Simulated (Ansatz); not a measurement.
# Al7N7 wurtzite off sphere (Al7N7H20): structure and electronic state

What does Al7N7 wurtzite off sphere (Al7N7H20) look like as a singlet, and where do its frontier electrons sit?

Method: RKS PBE0-D4/def2-TZVP; program: Ansatz 0.2.0, Gaussian basis.

Plan: relaxation at PBE-D4/def2-SVP; a single point at PBE0-D4/def2-TZVP.

### 1 Starting geometry

34 atoms, charge 0, spin multiplicity 1.

Atoms are counted from 1 here; the program's logs count them from 0.

Bond lengths: Al1–N2 1.935 Å, Al1–N3 1.918 Å, Al1–H15 1.566 Å, Al1–H16 1.566 Å, N2–Al5 1.957 Å, N2–H17 1.023 Å, N2–H18 1.023 Å, N3–Al4 1.886 Å, N3–Al9 1.886 Å, N3–H19 1.024 Å, Al4–N6 1.886 Å, Al4–N7 1.953 Å, Al4–H20 1.533 Å, Al5–N6 1.897 Å, Al5–N10 1.896 Å, Al5–H21 1.529 Å, N6–Al8 1.921 Å, N6–H22 1.026 Å and more. Angles: N2–Al1–N3 109.6°, N2–Al1–H15 105.4°, N2–Al1–H16 105.3°, N3–Al1–H15 105.5°, N3–Al1–H16 105.5°, H15–Al1–H16 125.0°, Al1–N2–Al5 114.1°, Al1–N2–H17 109.7°, Al1–N2–H18 109.6°, Al5–N2–H17 108.8°, Al5–N2–H18 108.8°, H17–N2–H18 105.4°, Al1–N3–Al4 104.5°, Al1–N3–Al9 104.3°, Al1–N3–H19 106.7°, Al4–N3–Al9 116.8°, Al4–N3–H19 111.7°, Al9–N3–H19 111.7° and more.

The start is a GFN2-xTB geometry.

### 2 Relaxation at PBE-D4/def2-SVP

The input, in.yaml:

```yaml
crystal:
  periodic: [false, false, false]
  atoms:
    - {symbol: Al, position_ang: [-0.002570, -3.021810, -0.934180]}
    - {symbol: N, position_ang: [-0.007200, -2.912720, 0.997570]}
    - {symbol: N, position_ang: [-0.002260, -1.254640, -1.679990]}
    - {symbol: Al, position_ang: [-1.607260, -0.480460, -1.063190]}
    - {symbol: Al, position_ang: [-0.003400, -1.084830, 1.695790]}
    - {symbol: N, position_ang: [-1.519230, -0.358360, 0.816800]}
    - {symbol: N, position_ang: [-1.498620, 1.382040, -1.639360]}
    - {symbol: Al, position_ang: [-1.514020, 1.382420, 1.629660]}
    - {symbol: Al, position_ang: [1.605510, -0.487980, -1.061280]}
    - {symbol: N, position_ang: [1.515920, -0.364720, 0.818530]}
    - {symbol: N, position_ang: [1.504280, 1.374750, -1.639000]}
    - {symbol: Al, position_ang: [0.005290, 2.398160, -0.996770]}
    - {symbol: Al, position_ang: [1.518060, 1.376970, 1.630600]}
    - {symbol: N, position_ang: [0.003970, 2.258330, 0.862850]}
    - {symbol: H, position_ang: [-1.389740, -3.638820, -1.318590]}
    - {symbol: H, position_ang: [1.388370, -3.634860, -1.311170]}
    - {symbol: H, position_ang: [-0.822410, -3.406140, 1.368890]}
    - {symbol: H, position_ang: [0.805090, -3.409360, 1.371190]}
    - {symbol: H, position_ang: [-0.001970, -1.364530, -2.697730]}
    - {symbol: H, position_ang: [-2.942580, -1.043950, -1.561820]}
    - {symbol: H, position_ang: [-0.005070, -1.307350, 3.208900]}
    - {symbol: H, position_ang: [-2.369640, -0.799880, 1.184570]}
    - {symbol: H, position_ang: [-1.751960, 1.546640, -2.614560]}
    - {symbol: H, position_ang: [-2.270230, 1.760560, -1.075230]}
    - {symbol: H, position_ang: [-2.771040, 2.140970, 1.012540]}
    - {symbol: H, position_ang: [-1.393010, 1.190600, 3.170460]}
    - {symbol: H, position_ang: [2.939290, -1.055160, -1.558940]}
    - {symbol: H, position_ang: [2.364400, -0.809180, 1.187120]}
    - {symbol: H, position_ang: [1.756800, 1.536540, -2.614870]}
    - {symbol: H, position_ang: [2.278160, 1.750610, -1.076290]}
    - {symbol: H, position_ang: [0.008640, 3.819030, -1.562920]}
    - {symbol: H, position_ang: [1.395390, 1.185920, 3.171360]}
    - {symbol: H, position_ang: [2.777600, 2.130450, 1.013860]}
    - {symbol: H, position_ang: [0.005420, 3.200750, 1.265210]}
basis:
  gaussian: {orbitals: def2-SVP}
hamiltonian: {xc: pbe, dispersion: d4}
scf: {lower_state_search: "off"}
output: {orbitals: {seedname: orbitals}}
relax: {f_tol: 0.03, max_steps: 70}
```

The run is started by

```bash
$ ansatz run in.yaml --threads 2 --pin off --events-out ev --progress --plain --max-ram 32768MiB --backend cuda --devices 0, --max-vram 18GiB
```

The runs that follow: Single point, PBE0-D4/def2-TZVP.

**Question.** What will the summary of the whole plan be? Wanted: point group; commonest bond, hydrogen aside; HOMO, LUMO at PBE0-D4/def2-TZVP; dipole at PBE-D4/def2-SVP.

As calculated:

| quantity | value |
| --- | --- |
| point group | Cs |
| commonest bond, hydrogen aside | Al–N, 18 of mean length 1.947 Å |
| HOMO, LUMO at PBE0-D4/def2-TZVP | -7.49, -0.54 eV |
| dipole at PBE-D4/def2-SVP | 4.02 D |

The molecule keeps its bonding pattern by the stored test; the atoms moved 0.19 Å (rms), and the angle Al5–N6–Al8 went from 99° to 111°. No usable vibrations, so a minimum isn't proven. The HOMO lies nearest to 4 H atoms about 20 % each and the LUMO to H19, H23, H29 about 18 % each. Whether this spin is the lowest isn't tested here. The point group is read from a loosely relaxed geometry; soft torsions can leave it below the true symmetry.
